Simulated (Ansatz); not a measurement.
**C₂H₂FI: one species, many methods**

The task here is to estimate one member of a computed series from the others.

Computed with Ansatz 0.2.0, Gaussian basis. Level: functionals in def2-TZVPP, the program's frozen cores in correlated methods.

Levels to be run: LDA (SPW92), PBE-D4, revPBE-D4, BLYP-D4, r2SCAN-D4, B97M-V, PBE0-D4, B3LYP-D4, r2SCANh-D4, r2SCAN0-D4, HSE06-D4, BHLYP-D4, CAM-B3LYP-D4, LC-ωPBE, ωB97X-V, ωB97M-V, B2PLYP, PBE-QIDH; CCSD(T)/def2-SVP; CCSD(T)/def2-TZVPP; CCSD(T)/def2-QZVPP; extrapolation to the limit; RPA on PBE.

## The relaxed structure

An earlier PBE0-D4 in a triple-zeta def2 set relaxation fixed the geometry. I takes the def2 core potential; no spin-orbit term is included.

SMILES `F/C=C/I`, 6 atoms, charge 0, spin multiplicity 1.

Atoms are counted from 1 here; the program's logs count them from 0.

Bond lengths: F1–C2 1.335 Å, C2–C3 1.319 Å, C2–H5 1.083 Å, C3–I4 2.065 Å, C3–H6 1.081 Å. Angles: F1–C2–C3 120.9°, F1–C2–H5 113.0°, C3–C2–H5 126.1°, C2–C3–I4 121.4°, C2–C3–H6 122.4°, I4–C3–H6 116.2°.

Geometry (Å):

```
F    -1.1887   -0.5212   -1.3542
C    -0.6605   -0.2366   -0.1621
C     0.5901    0.1688   -0.0541
I     1.4228    0.6132    1.7821
H    -1.3586   -0.3763    0.6545
H     1.2370    0.2882   -0.9122
```

Set-up of the first run:

Input file in.yaml:

```yaml
crystal:
  periodic: [false, false, false]
  atoms:
    - {symbol: F, position_ang: [-1.188740, -0.521233, -1.354174]}
    - {symbol: C, position_ang: [-0.660486, -0.236633, -0.162140]}
    - {symbol: C, position_ang: [0.590104, 0.168795, -0.054109]}
    - {symbol: I, position_ang: [1.422761, 0.613162, 1.782080]}
    - {symbol: H, position_ang: [-1.358630, -0.376256, 0.654487]}
    - {symbol: H, position_ang: [1.236989, 0.288166, -0.912246]}
basis:
  gaussian: {orbitals: def2-TZVPP}
hamiltonian: {xc: lda}
output: {orbitals: {seedname: orbitals}}
```

The run is started by

```sh
$ ansatz run in.yaml --threads 2 --pin off --events-out ev --progress --plain --max-ram 32768MiB --backend cpu
```

Steps of the session up to this table: LDA; PBE-D4 (GGA); revPBE-D4 (GGA); BLYP-D4 (GGA); r2SCAN-D4 (meta-GGA); B97M-V (meta-GGA); PBE0-D4 (hybrid); B3LYP-D4 (hybrid); r2SCANh-D4 (hybrid); r2SCAN0-D4 (hybrid); HSE06-D4 (hybrid); BHLYP-D4 (hybrid); CAM-B3LYP-D4 (range-separated); LC-ωPBE (range-separated); ωB97X-V (range-separated); ωB97M-V (range-separated); B2PLYP (double hybrid); PBE-QIDH (double hybrid).

One of the session's tables, all rows but one given; the rest of the session is left out.

It belongs to the step «Frontier levels by functional». 

```
  functional  HOMO (eV)  gap (eV)
 LDA (SPW92)      -6.13      4.08
      PBE-D4      -5.94      4.11
   revPBE-D4      -5.88      4.13
     BLYP-D4      -5.78      4.04
   r2SCAN-D4      -6.18      4.57
      B97M-V      -6.19      4.65
     PBE0-D4          ?         ?
    B3LYP-D4      -6.85      5.69
  r2SCANh-D4      -6.60      5.32
  r2SCAN0-D4      -7.23      6.46
    HSE06-D4      -6.68      5.40
    BHLYP-D4      -8.04      8.11
CAM-B3LYP-D4      -8.33      8.50
     LC-ωPBE      -9.64     11.03
     ωB97X-V      -9.29     10.55
     ωB97M-V      -9.18     10.28
```

Estimate the missing values for PBE0-D4.

The run gave: HOMO (eV): -7.07; gap (eV): 6.17. In the column «HOMO (eV)» it lies between r2SCAN0-D4 (-7.23) and B3LYP-D4 (-6.85).
